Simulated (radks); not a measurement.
# Taking charge from the 3p level of In²⁺ in fractions

Aim: follow energy and eigenvalue as charge leaves the 3p level of In²⁺ bit by bit, and test Janak's theorem, Slater's transition state and the straight-line condition.

Method: Dirac Kohn-Sham, PBE, spin-unpolarised, spherical densities, finite nucleus; open shells are shared between the two j in proportion to 2j + 1. Code: radks (a radial shooting solver on a logarithmic mesh, Libxc functionals) version 1.

### 1 Starting point

- element: indium (Z = 49)
- charge: +2
- electrons: 47
- configuration: [Kr] 4d10 5s1
- nuclear rms radius: 4.6156 fm

The outer shells:

In²⁺
```
[Kr] core
4d [↑↓][↑↓][↑↓][↑↓][↑↓]
5s [↑ ]
```

In the logs a row gives level, spin channel, occupation and eigenvalue; Etot, Ekin, Encl (electron-nucleus), Eh (Hartree) and Exc are energies, all in hartree; err is the last residual, it the number of iterations.

### 2 Start: [Kr] 4d10 5s1

The run's settings:

```text
Z 49
configuration [Kr] 4d10 5s1
relativity Dirac
functional pbe,pbe
spin unpolarised
j_filling average
nucleus finite rms 4.6156 fm
c 137.035999084
```

Log:

```text
1s1/2   1   2.0000       -1019.91798967
2s1/2   1   2.0000        -153.23272316
2p1/2   1   2.0000        -142.94521649
2p3/2   1   4.0000        -135.19555745
3s1/2   1   2.0000         -29.61640037
3p1/2   1   2.0000         -25.46424001
3p3/2   1   4.0000         -24.06444386
3d3/2   1   4.0000         -16.72068018
3d5/2   1   6.0000         -16.43390602
4s1/2   1   2.0000          -5.05770810
4p1/2   1   2.0000          -3.70210494
4p3/2   1   4.0000          -3.45784080
4d3/2   1   4.0000          -1.36142205
4d5/2   1   6.0000          -1.32933657
5s1/2   1   1.0000          -0.86974083
Etot -5882.16782539227
Ekin 6180.494691422866
Encl -14243.431004204123
Eh 2340.247239759065
Exc -159.4787523700772
err 4.403698289114681e-09
it 14
```

The top filled level is 5s1/2, -23.667 eV.

From the orbitals of this run (lengths in bohr):

| level | occupation | energy (eV) | <r> | outermost maximum (interpolated) | 90 % within | nodes |
| --- | --- | --- | --- | --- | --- | --- |
| 3d3/2 | 4 | -454.99 | 0.3223 | 0.257 | 0.509 | 0 |
| 3d5/2 | 6 | -447.19 | 0.3258 | 0.259 | 0.514 | 0 |
| 4s1/2 | 2 | -137.63 | 0.8481 | 0.770 | 1.23 | 3 |
| 4p1/2 | 2 | -100.74 | 0.9010 | 0.800 | 1.33 | 2 |
| 4p3/2 | 4 | -94.093 | 0.9312 | 0.824 | 1.37 | 2 |
| 4d3/2 | 4 | -37.046 | 1.156 | 0.925 | 1.81 | 1 |
| 4d5/2 | 6 | -36.173 | 1.171 | 0.935 | 1.83 | 1 |
| 5s1/2 | 1 | -23.667 | 2.342 | 2.04 | 3.41 | 4 |

The radial density on a logarithmic grid:

| r (bohr) | 4πr²ρ (e/bohr) |
| --- | --- |
| 0.00118 | 1.957 |
| 0.00180 | 4.064 |
| 0.00275 | 8.173 |
| 0.00421 | 15.64 |
| 0.00643 | 27.79 |
| 0.00983 | 44.08 |
| 0.0150 | 59.18 |
| 0.0229 | 63.45 |
| 0.0351 | 56.33 |
| 0.0536 | 59.69 |
| 0.0819 | 78.56 |
| 0.125 | 69.24 |
| 0.191 | 55.61 |
| 0.292 | 64.58 |
| 0.446 | 30.57 |
| 0.682 | 20.40 |
| 1.04 | 17.83 |
| 1.59 | 5.530 |
| 2.43 | 1.077 |
| 3.72 | 0.1225 |

### 3 0.1 electron removed from 3p

Settings, as their differences from step 2:

```diff
@@ -1,3 +1,3 @@
 Z 49
-configuration [Kr] 4d10 5s1
+configuration [Ne] 3s2 3p5.9 3d10 4s2 4p6 4d10 5s1
 relativity Dirac
```

Log:

```text
1s1/2   1   2.0000       -1020.13254185
2s1/2   1   2.0000        -153.41526997
2p1/2   1   2.0000        -143.13253411
2p3/2   1   4.0000        -135.38155558
3s1/2   1   2.0000         -29.76005262
3p1/2   1   1.9667         -25.60995984
3p3/2   1   3.9333         -24.20781813
3d3/2   1   4.0000         -16.86917321
3d5/2   1   6.0000         -16.58173265
4s1/2   1   2.0000          -5.13500920
4p1/2   1   2.0000          -3.77680266
4p3/2   1   4.0000          -3.53095326
4d3/2   1   4.0000          -1.42637563
4d5/2   1   6.0000          -1.39378876
5s1/2   1   1.0000          -0.91085639
Etot -5879.707520773316
Ekin 6177.928291911907
Encl -14232.720784569425
Eh 2334.3590438578294
Exc -159.2740719736271
err 4.018715333852067e-09
it 14
```

E − E(step 2, start: [Kr] 4d10 5s1) = +66.948 eV. Highest occupied level: 5s1/2 at -24.786 eV.

### 4 0.2 electron removed from 3p

The run's settings:

```text
Z 49
configuration [Ne] 3s2 3p5.8 3d10 4s2 4p6 4d10 5s1
relativity Dirac
functional pbe,pbe
spin unpolarised
j_filling average
nucleus finite rms 4.6156 fm
c 137.035999084
```

Log:

```text
1s1/2   1   2.0000       -1020.34823831
2s1/2   1   2.0000        -153.59885383
2p1/2   1   2.0000        -143.32090591
2p3/2   1   4.0000        -135.56860303
3s1/2   1   2.0000         -29.90457409
3p1/2   1   1.9333         -25.75656802
3p3/2   1   3.8667         -24.35207696
3d3/2   1   4.0000         -17.01859743
3d5/2   1   6.0000         -16.73048972
4s1/2   1   2.0000          -5.21311330
4p1/2   1   2.0000          -3.85231216
4p3/2   1   4.0000          -3.60486816
4d3/2   1   4.0000          -1.49219400
4d5/2   1   6.0000          -1.45910421
5s1/2   1   1.0000          -0.95249160
Etot -5877.232756123875
Ekin 6175.347084666006
Encl -14221.953768938394
Eh 2328.442478914159
Exc -159.06855076564608
err 3.6808947602110653e-09
it 14
```

E − E(step 2, start: [Kr] 4d10 5s1) = +134.290 eV. 5s1/2 is the highest filled level (-25.919 eV).

### 5 0.3 electron removed from 3p

The run's settings:

```text
Z 49
configuration [Ne] 3s2 3p5.7 3d10 4s2 4p6 4d10 5s1
relativity Dirac
functional pbe,pbe
spin unpolarised
j_filling average
nucleus finite rms 4.6156 fm
c 137.035999084
```

Log:

```text
1s1/2   1   2.0000       -1020.56506564
2s1/2   1   2.0000        -153.78346073
2p1/2   1   2.0000        -143.51031798
2p3/2   1   4.0000        -135.75668589
3s1/2   1   2.0000         -30.04994990
3p1/2   1   1.9000         -25.90404973
3p3/2   1   3.8000         -24.49720548
3d3/2   1   4.0000         -17.16893807
3d5/2   1   6.0000         -16.88016240
4s1/2   1   2.0000          -5.29200466
4p1/2   1   2.0000          -3.92861822
4p3/2   1   4.0000          -3.67957041
4d3/2   1   4.0000          -1.55886372
4d5/2   1   6.0000          -1.52526947
5s1/2   1   1.0000          -0.99463878
Etot -5874.743443612746
Ekin 6172.750977767848
Encl -14211.13060760996
Eh 2322.4983931608244
Exc -158.8622069314572
err 3.349782742569309e-09
it 14
```

Energy against step 2 (start: [Kr] 4d10 5s1): +202.028 eV. Highest occupied level: 5s1/2 at -27.066 eV.

### 6 0.4 electron removed from 3p

The run's settings:

```text
Z 49
configuration [Ne] 3s2 3p5.6 3d10 4s2 4p6 4d10 5s1
relativity Dirac
functional pbe,pbe
spin unpolarised
j_filling average
nucleus finite rms 4.6156 fm
c 137.035999084
```

Log:

```text
1s1/2   1   2.0000       -1020.78301105
2s1/2   1   2.0000        -153.96907733
2p1/2   1   2.0000        -143.70075709
2p3/2   1   4.0000        -135.94579088
3s1/2   1   2.0000         -30.19616582
3p1/2   1   1.8667         -26.05239081
3p3/2   1   3.7333         -24.64318952
3d3/2   1   4.0000         -17.32018100
3d5/2   1   6.0000         -17.03073658
4s1/2   1   2.0000          -5.37166833
4p1/2   1   2.0000          -4.00570636
4p3/2   1   4.0000          -3.75504567
4d3/2   1   4.0000          -1.62637195
4d5/2   1   6.0000          -1.59227174
5s1/2   1   1.0000          -1.03729062
Etot -5872.239496853739
Ekin 6170.139880746388
Encl -14200.251918998305
Eh 2316.527599484048
Exc -158.65505808587125
err 3.060750770253442e-09
it 14
```

E − E(step 2, start: [Kr] 4d10 5s1) = +270.164 eV. The top filled level is 5s1/2, -28.226 eV.

### 7 0.5 electron removed from 3p

The run's settings:

```text
Z 49
configuration [Ne] 3s2 3p5.5 3d10 4s2 4p6 4d10 5s1
relativity Dirac
functional pbe,pbe
spin unpolarised
j_filling average
nucleus finite rms 4.6156 fm
c 137.035999084
```

Log:

```text
1s1/2   1   2.0000       -1021.00206240
2s1/2   1   2.0000        -154.15569089
2p1/2   1   2.0000        -143.89221059
2p3/2   1   4.0000        -136.13590534
3s1/2   1   2.0000         -30.34320825
3p1/2   1   1.8333         -26.20157772
3p3/2   1   3.6667         -24.79001550
3d3/2   1   4.0000         -17.47231273
3d5/2   1   6.0000         -17.18219874
4s1/2   1   2.0000          -5.45209004
4p1/2   1   2.0000          -4.08356278
4p3/2   1   4.0000          -3.83128027
4d3/2   1   4.0000          -1.69470642
4d5/2   1   6.0000          -1.66009875
5s1/2   1   1.0000          -1.08044012
Etot -5869.720830849913
Ekin 6167.5137045832635
Encl -14189.31829192599
Eh 2310.530877800856
Exc -158.44712130804254
err 2.4615932411003346e-09
it 14
```

Energy against step 2 (start: [Kr] 4d10 5s1): +338.700 eV. The top filled level is 5s1/2, -29.400 eV.

### 8 0.6 electron removed from 3p

The run's settings:

```text
Z 49
configuration [Ne] 3s2 3p5.4 3d10 4s2 4p6 4d10 5s1
relativity Dirac
functional pbe,pbe
spin unpolarised
j_filling average
nucleus finite rms 4.6156 fm
c 137.035999084
```

Log:

```text
1s1/2   1   2.0000       -1021.22220808
2s1/2   1   2.0000        -154.34328924
2p1/2   1   2.0000        -144.08466641
2p3/2   1   4.0000        -136.32701715
3s1/2   1   2.0000         -30.49106417
3p1/2   1   1.8000         -26.35159751
3p3/2   1   3.6000         -24.93767045
3d3/2   1   4.0000         -17.62532035
3d5/2   1   6.0000         -17.33453594
4s1/2   1   2.0000          -5.53325615
4p1/2   1   2.0000          -4.16217434
4p3/2   1   4.0000          -3.90826120
4d3/2   1   4.0000          -1.76385539
4d5/2   1   6.0000          -1.72873879
5s1/2   1   1.0000          -1.12408062
Etot -5867.18736193068
Ekin 6164.87236163544
Encl -14178.330287617056
Eh 2304.508977224529
Exc -158.2384131735928
err 2.262366219039195e-09
it 14
```

E − E(step 2, start: [Kr] 4d10 5s1) = +407.639 eV. 5s1/2 is the highest filled level (-30.588 eV).

### 9 0.7 electron removed from 3p

The run's settings:

```text
Z 49
configuration [Ne] 3s2 3p5.3 3d10 4s2 4p6 4d10 5s1
relativity Dirac
functional pbe,pbe
spin unpolarised
j_filling average
nucleus finite rms 4.6156 fm
c 137.035999084
```

Log:

```text
1s1/2   1   2.0000       -1021.44343700
2s1/2   1   2.0000        -154.53186071
2p1/2   1   2.0000        -144.27811299
2p3/2   1   4.0000        -136.51911474
3s1/2   1   2.0000         -30.63972110
3p1/2   1   1.7667         -26.50243775
3p3/2   1   3.5333         -25.08614190
3d3/2   1   4.0000         -17.77919149
3d5/2   1   6.0000         -17.48773580
4s1/2   1   2.0000          -5.61515367
4p1/2   1   2.0000          -4.24152848
4p3/2   1   4.0000          -3.98597606
4d3/2   1   4.0000          -1.83380764
4d5/2   1   6.0000          -1.79818065
5s1/2   1   1.0000          -1.16820576
Etot -5864.639007696143
Ekin 6162.215765567072
Encl -14167.288441523626
Eh 2298.462618044786
Exc -158.0289497843753
err 2.1020479173829313e-09
it 14
```

E − E(step 2, start: [Kr] 4d10 5s1) = +476.983 eV. Highest occupied level: 5s1/2 at -31.788 eV.

### 10 0.8 electron removed from 3p

The run's settings:

```text
Z 49
configuration [Ne] 3s2 3p5.2 3d10 4s2 4p6 4d10 5s1
relativity Dirac
functional pbe,pbe
spin unpolarised
j_filling average
nucleus finite rms 4.6156 fm
c 137.035999084
```

Log:

```text
1s1/2   1   2.0000       -1021.66573859
2s1/2   1   2.0000        -154.72139417
2p1/2   1   2.0000        -144.47253928
2p3/2   1   4.0000        -136.71218702
3s1/2   1   2.0000         -30.78916706
3p1/2   1   1.7333         -26.65408653
3p3/2   1   3.4667         -25.23541793
3d3/2   1   4.0000         -17.93391428
3d5/2   1   6.0000         -17.64178644
4s1/2   1   2.0000          -5.69777016
4p1/2   1   2.0000          -4.32161324
4p3/2   1   4.0000          -4.06441298
4d3/2   1   4.0000          -1.90455240
4d5/2   1   6.0000          -1.86841357
5s1/2   1   1.0000          -1.21280944
Etot -5862.075686964118
Ekin 6159.543831304483
Encl -14156.193265011927
Eh 2292.3924935395557
Exc -157.81874679622936
err 1.9803326894102216e-09
it 14
```

E − E(step 2, start: [Kr] 4d10 5s1) = +546.735 eV. The top filled level is 5s1/2, -33.002 eV.

### 11 0.9 electron removed from 3p

The run's settings:

```text
Z 49
configuration [Ne] 3s2 3p5.1 3d10 4s2 4p6 4d10 5s1
relativity Dirac
functional pbe,pbe
spin unpolarised
j_filling average
nucleus finite rms 4.6156 fm
c 137.035999084
```

Log:

```text
1s1/2   1   2.0000       -1021.88910273
2s1/2   1   2.0000        -154.91187891
2p1/2   1   2.0000        -144.66793468
2p3/2   1   4.0000        -136.90622337
3s1/2   1   2.0000         -30.93939056
3p1/2   1   1.7000         -26.80653241
3p3/2   1   3.4000         -25.38548707
3d3/2   1   4.0000         -18.08947733
3d5/2   1   6.0000         -17.79667644
4s1/2   1   2.0000          -5.78109371
4p1/2   1   2.0000          -4.40241714
4p3/2   1   4.0000          -4.14356064
4d3/2   1   4.0000          -1.97607933
4d5/2   1   6.0000          -1.93942724
5s1/2   1   1.0000          -1.25788580
Etot -5859.497319721487
Ekin 6156.8564749841735
Encl -14145.045246898677
Eh 2286.2992716377958
Exc -157.607819444779
err 1.896813085808505e-09
it 14
```

E − E(step 2, start: [Kr] 4d10 5s1) = +616.896 eV. Highest occupied level: 5s1/2 at -34.229 eV.

### 12 1 electron removed from 3p

The run's settings:

```text
Z 49
configuration [Ne] 3s2 3p5 3d10 4s2 4p6 4d10 5s1
relativity Dirac
functional pbe,pbe
spin unpolarised
j_filling average
nucleus finite rms 4.6156 fm
c 137.035999084
```

Log:

```text
1s1/2   1   2.0000       -1022.11351970
2s1/2   1   2.0000        -155.10330467
2p1/2   1   2.0000        -144.86428903
2p3/2   1   4.0000        -137.10121360
3s1/2   1   2.0000         -31.09038054
3p1/2   1   1.6667         -26.95976441
3p3/2   1   3.3333         -25.53633831
3d3/2   1   4.0000         -18.24586971
3d5/2   1   6.0000         -17.95239485
4s1/2   1   2.0000          -5.86511294
4p1/2   1   2.0000          -4.48392922
4p3/2   1   4.0000          -4.22340819
4d3/2   1   4.0000          -2.04837854
4d5/2   1   6.0000          -2.01121176
5s1/2   1   1.0000          -1.30342925
Etot -5856.903827080777
Ekin 6154.153613930574
Encl -14133.84485489122
Eh 2280.1835964494553
Exc -157.39618256958488
err 1.7727255336822998e-09
it 14
```

Energy against step 2 (start: [Kr] 4d10 5s1): +687.468 eV. The top filled level is 5s1/2, -35.468 eV.

### 13 Summary of results

| removed (e) | E − E(0) (eV) | eigenvalue (eV) | E minus straight line (eV) |
| --- | --- | --- | --- |
| 0 | 0.000 | -667.52 | 0.000 |
| 0.1 | 66.948 | -671.45 | -1.799 |
| 0.2 | 134.29 | -675.39 | -3.204 |
| 0.3 | 202.03 | -679.36 | -4.213 |
| 0.4 | 270.16 | -683.36 | -4.824 |
| 0.5 | 338.70 | -687.37 | -5.034 |
| 0.6 | 407.64 | -691.41 | -4.842 |
| 0.7 | 476.98 | -695.48 | -4.244 |
| 0.8 | 546.73 | -699.56 | -3.240 |
| 0.9 | 616.90 | -703.66 | -1.826 |
| 1 | 687.47 | -707.79 | 0.000 |

What this shows: Removing the whole electron costs 687.47 eV, against 667.52 eV from minus the starting eigenvalue. Slater's transition state, half an electron removed, gives 687.37 eV. The trapezoid integral of minus the eigenvalue gives 687.47 eV over the range, against 687.47 eV from the energies (Janak's theorem). The eigenvalue moves by 40.3 eV per electron. E bends below the straight line by 5.03 eV at 0.5 electron removed.
